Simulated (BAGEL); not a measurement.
# PBE0/cc-pVDZ (density fitting with qzvpp-jkfit) run of CH3BClNO (SMILES [H]/N=C\B(O)Cl)

What is the energy change on altering one bond length of CH3BClNO at PBE0/cc-pVDZ (density fitting with qzvpp-jkfit)? 

The calculation is run with BAGEL 1.2.2.

### Step 1. Starting point

CH3BClNO has 8 atoms, charge 0, and is taken as a singlet. SMILES: `[H]/N=C\B(O)Cl`. Geometry: relaxed at PBE0-D4/def2-TZVP. This is one conformer, not always the lowest.

Bond lengths: N1–C2 1.270 Å, C2–B3 1.571 Å, B3–O4 1.342 Å, B3–Cl5 1.771 Å, N1–H6 1.025 Å, C2–H7 1.096 Å, O4–H8 0.962 Å. Angles: N1–C2–B3 126.2°, C2–B3–O4 119.1°, C2–B3–Cl5 119.9°, O4–B3–Cl5 121.0°, N1–C2–H7 116.5°, B3–C2–H7 117.2°, C2–N1–H6 110.1°, B3–O4–H8 114.5°.

### Step 2. A single-point energy at PBE0/cc-pVDZ (density fitting with qzvpp-jkfit)

File input.json:

```json
{ "bagel": [

{
  "title": "molecule",
  "basis": "cc-pvdz.json",
  "df_basis": "qzvpp-jkfit",
  "angstrom": true,
  "geometry": [
    { "atom": "N", "xyz": [      -0.428500,       1.745600,       0.743700 ] },
    { "atom": "C", "xyz": [      -0.322700,       0.482100,       0.812400 ] },
    { "atom": "B", "xyz": [       0.172300,      -0.471900,      -0.334000 ] },
    { "atom": "O", "xyz": [       0.230100,      -1.793200,      -0.105500 ] },
    { "atom": "Cl", "xyz": [       0.644400,       0.203500,      -1.901500 ] },
    { "atom": "H", "xyz": [      -0.141000,       2.072800,      -0.183700 ] },
    { "atom": "H", "xyz": [      -0.604600,       0.018200,       1.764400 ] },
    { "atom": "H", "xyz": [       0.542100,      -2.314100,      -0.851700 ] }
  ]
},

{
  "title": "ks",
  "xc_func": "pbe0"
},

{
  "title": "print",
  "file": "orbitals.molden",
  "orbitals": true
}

]}
```

The basis set cc-pVDZ is read from a file made from the Basis Set Exchange's data (not shown).

The run is started by

```console
$ BAGEL_NUM_THREADS=1 BAGEL input.json > input.out
```

The program printed:

```text
* using 1 threads per process

  ===============================================================
  ===============================================================

  *** Geometry ***

  { "atom" : "N", "xyz" : [     -0.809748,      3.298706,      1.405389 ] },
  { "atom" : "C", "xyz" : [     -0.609815,      0.911037,      1.535214 ] },
  { "atom" : "B", "xyz" : [      0.325600,     -0.891762,     -0.631169 ] },
  { "atom" : "O", "xyz" : [      0.434826,     -3.388657,     -0.199366 ] },
  { "atom" : "Cl", "xyz" : [      1.217740,      0.384559,     -3.593314 ] },
  { "atom" : "H", "xyz" : [     -0.266451,      3.917024,     -0.347143 ] },
  { "atom" : "H", "xyz" : [     -1.142528,      0.034393,      3.334233 ] },
  { "atom" : "H", "xyz" : [      1.024421,     -4.373015,     -1.609480 ] },

  Number of auxiliary basis functions:      486

  Since a DF basis is specified, we compute 2- and 3-index integrals:
    o Being stored without compression. Storage requirement is 0.031 GB

  Number of basis functions:       89
  Number of electrons      :       46

    * METHOD: MOLECULE                             0.18

  *** Kohn-Sham DFT ***

    * Removing 15737 points whose weight is below 1.00e-10
    * Grid points: 103511

  === Nuclear Repulsion ===
   190.5649547877

       - DIIS with orbital gradients will be used.

  === KS iteration (pbe0 / cc-pvdz.json) ===
      0       -617.00702933          0.09657211           0.34
      1       -563.47762299          0.16989995           0.33
      2       -592.42046727          0.16168709           0.33
      3       -638.85750319          0.15375301           0.32
      4       -653.72808392          0.03490954           0.33
      5       -653.68356862          0.04168719           0.32
      6       -654.57452301          0.01144988           0.33
      7       -654.62943634          0.00661529           0.34
      8       -654.65060283          0.00328806           0.32
      9       -654.65631254          0.00060662           0.32
     10       -654.65658334          0.00024099           0.32
     11       -654.65663039          0.00003094           0.32
     12       -654.65663070          0.00002145           0.32
     13       -654.65663092          0.00001194           0.33
     14       -654.65663101          0.00000168           0.32
     15       -654.65663101          0.00000099           0.33
     16       -654.65663101          0.00000034           0.32
     17       -654.65663101          0.00000013           0.32
     18       -654.65663101          0.00000004           0.32
     19       -654.65663101          0.00000001           0.32
     20       -654.65663101          0.00000001           0.32
     21       -654.65663101          0.00000000           0.32
    * SCF iteration converged.

    * Permanent dipole moment:
           (   -0.277626,     0.908419,     0.531560) a.u.

    * METHOD: KS                                   7.66

    * METHOD: PRINT                                0.01

  ===============================================================
```

It took 8.1 s on 1 thread of Intel Xeon 6975P-C (Granite Rapids), shared host; peak memory 0.44 GiB.

### Step 3. The distorted shape at the same level

File dft.json:

```json
{ "bagel" : [

{
  "title" : "molecule",
  "basis" : "cc-pvdz.json",
  "df_basis" : "qzvpp-jkfit",
  "angstrom" : true,
  "geometry" : [
    { "atom" : "N", "xyz" : [   -0.287559,    1.977535,    0.267730 ] },
    { "atom" : "C", "xyz" : [   -0.181759,    0.714035,    0.336430 ] },
    { "atom" : "B", "xyz" : [    0.313241,   -0.239965,   -0.809970 ] },
    { "atom" : "O", "xyz" : [    0.371041,   -1.561265,   -0.581470 ] },
    { "atom" : "Cl", "xyz" : [    0.785341,    0.435435,   -2.377470 ] },
    { "atom" : "H", "xyz" : [   -0.000059,    2.304735,   -0.659670 ] },
    { "atom" : "H", "xyz" : [   -0.604600,    0.018200,    1.764400 ] },
    { "atom" : "H", "xyz" : [    0.683041,   -2.082165,   -1.327670 ] }
  ]
},
{
  "title" : "ks",
  "xc_func" : "pbe0",
  "charge" : 0
},
{
  "title" : "print",
  "file" : "orbitals.molden",
  "orbitals" : true
}

]}
```

The basis set cc-pVDZ is read from a file made from the Basis Set Exchange's data (not shown).

The run is started by

```console
$ BAGEL_NUM_THREADS=1 BAGEL dft.json > dft.out
```

The program printed:

```text
* using 1 threads per process

  ===============================================================
  ===============================================================

  *** Geometry ***

  { "atom" : "N", "xyz" : [     -0.543408,      3.737000,      0.505936 ] },
  { "atom" : "C", "xyz" : [     -0.343475,      1.349331,      0.635761 ] },
  { "atom" : "B", "xyz" : [      0.591940,     -0.453468,     -1.530621 ] },
  { "atom" : "O", "xyz" : [      0.701166,     -2.950363,     -1.098819 ] },
  { "atom" : "Cl", "xyz" : [      1.484079,      0.822853,     -4.492767 ] },
  { "atom" : "H", "xyz" : [     -0.000111,      4.355318,     -1.246596 ] },
  { "atom" : "H", "xyz" : [     -1.142528,      0.034393,      3.334233 ] },
  { "atom" : "H", "xyz" : [      1.290760,     -3.934722,     -2.508933 ] },

  Number of auxiliary basis functions:      486

  Since a DF basis is specified, we compute 2- and 3-index integrals:
    o Being stored without compression. Storage requirement is 0.031 GB

  Number of basis functions:       89
  Number of electrons      :       46

    * METHOD: MOLECULE                             0.18

  *** Kohn-Sham DFT ***

    * Removing 15225 points whose weight is below 1.00e-10
    * Grid points: 104023

  === Nuclear Repulsion ===
   188.6173446484

       - DIIS with orbital gradients will be used.

  === KS iteration (pbe0 / cc-pvdz.json) ===
      0       -617.19994949          0.09570999           0.32
      1       -564.14786545          0.16577865           0.32
      2       -593.18951368          0.16134142           0.34
      3       -636.80563309          0.15300010           0.32
      4       -653.93856388          0.03134957           0.32
      5       -652.17813442          0.06335066           0.34
      6       -654.01532131          0.03157671           0.32
      7       -654.38809891          0.01816642           0.32
      8       -654.53192861          0.00980352           0.34
      9       -654.58348385          0.00219805           0.33
     10       -654.58584617          0.00062542           0.33
     11       -654.58604825          0.00019919           0.33
     12       -654.58607784          0.00003442           0.33
     13       -654.58607880          0.00001535           0.32
     14       -654.58607896          0.00000367           0.34
     15       -654.58607896          0.00000294           0.38
     16       -654.58607897          0.00000075           0.32
     17       -654.58607897          0.00000031           0.33
     18       -654.58607897          0.00000019           0.32
     19       -654.58607897          0.00000006           0.32
     20       -654.58607897          0.00000001           0.33
     21       -654.58607897          0.00000000           0.34
    * SCF iteration converged.

    * Permanent dipole moment:
           (   -0.364886,     0.763579,     0.826555) a.u.

    * METHOD: KS                                   7.79

    * METHOD: PRINT                                0.01

  ===============================================================
```

It took 8.4 s on 1 thread of Intel Xeon 6975P-C (Granite Rapids), shared host; peak memory 0.45 GiB.

### Step 4. Summary of results

At PBE0/cc-pVDZ (density fitting with qzvpp-jkfit):

```
                                                         quantity          value
                                        first shape: total energy  -654.65663 Eh
                                       first shape: dipole moment         2.77 D
                                         first shape: HOMO energy       -7.39 eV
                                         first shape: LUMO energy       -1.62 eV
                                       first shape: HOMO–LUMO gap        5.77 eV
                                    distorted shape: total energy  -654.58608 Eh
                                   distorted shape: dipole moment         3.01 D
                                     distorted shape: HOMO energy       -7.26 eV
                                     distorted shape: LUMO energy       -1.79 eV
                                   distorted shape: HOMO–LUMO gap        5.47 eV
energy change with the C2–H7 bond stretched from 1.096 to 1.644 Å       1.920 eV
```

In words: With the C2–H7 bond stretched from 1.096 to 1.644 Å the energy rises by 1.92 eV (44 kcal/mol). The first shape isn't relaxed at this level, so the change isn't measured from a minimum.
